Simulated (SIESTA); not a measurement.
A run of SIESTA 5.4.2:

Contents of Hf2N.fdf:

```
SystemName                      Hf2N
SystemLabel                     Hf2N
NumberOfSpecies                 2
NumberOfAtoms                   6
%block ChemicalSpeciesLabel
  1  72 Hf
  2   7 N
%endblock ChemicalSpeciesLabel

LatticeConstant                 1.0 Ang
%block LatticeVectors
     5.3131240200     0.0000000000     0.0000000000
     0.0000000000     5.3131240200     0.0000000000
     0.0000000000     0.0000000000     3.2420983900
%endblock LatticeVectors
AtomicCoordinatesFormat         Fractional
%block AtomicCoordinatesAndAtomicSpecies
     0.2044636300     0.7955363700     0.5000000000  1  Hf
     0.7955363700     0.2044636300     0.5000000000  1  Hf
     0.7044636300     0.7044636300     0.0000000000  1  Hf
     0.2955363700     0.2955363700     0.0000000000  1  Hf
     0.5000000000     0.5000000000     0.5000000000  2  N
     0.0000000000     0.0000000000     0.0000000000  2  N
%endblock AtomicCoordinatesAndAtomicSpecies

%block kgrid.MonkhorstPack
    5   0   0  0.0
    0   5   0  0.0
    0   0   8  0.0
%endblock kgrid.MonkhorstPack
XC.Functional                   GGA
XC.Authors                      PBEsol
PAO.BasisSize                   DZP
PAO.EnergyShift                 0.003 Ry
Mesh.Cutoff                     800 Ry
OccupationFunction              FD
ElectronicTemperature           0.05 eV
MaxSCFIterations                120
SCF.MustConverge                false
SCF.Mixer.Method                Pulay
SCF.Mixer.Weight                0.25
SCF.Mixer.History               8
SCF.DM.Tolerance                5.0e-05
SCF.H.Tolerance                 1.0e-03 eV
WriteForces                     true
Charge.Mulliken                 end
%block PAO.Basis
  Hf 5
  n=5 0 2
    3.241 0.000
  n=6 0 2
    8.114 0.000
  n=5 1 2
    3.929 0.000
  n=6 1 1
    8.114
  n=5 2 2
    7.842 0.000
%endblock PAO.Basis
```

Potentials or basis: PseudoDojo 0.4 standard (PBEsol files), DZP (energy shift 0.003 Ry; two zetas on semicore shells).

Command:

```sh
$ siesta Hf2N.fdf > Hf2N.out 2>&1
```

Hardware: 1 thread of Arm Neoverse V2, on a shared host.

Estimate the wall time of this run.

It took 3.4 min on 1 thread of Arm Neoverse V2 (shared host), peak memory 0.73 GiB. Counts: scf iterations 10, k points 103, bands 118.
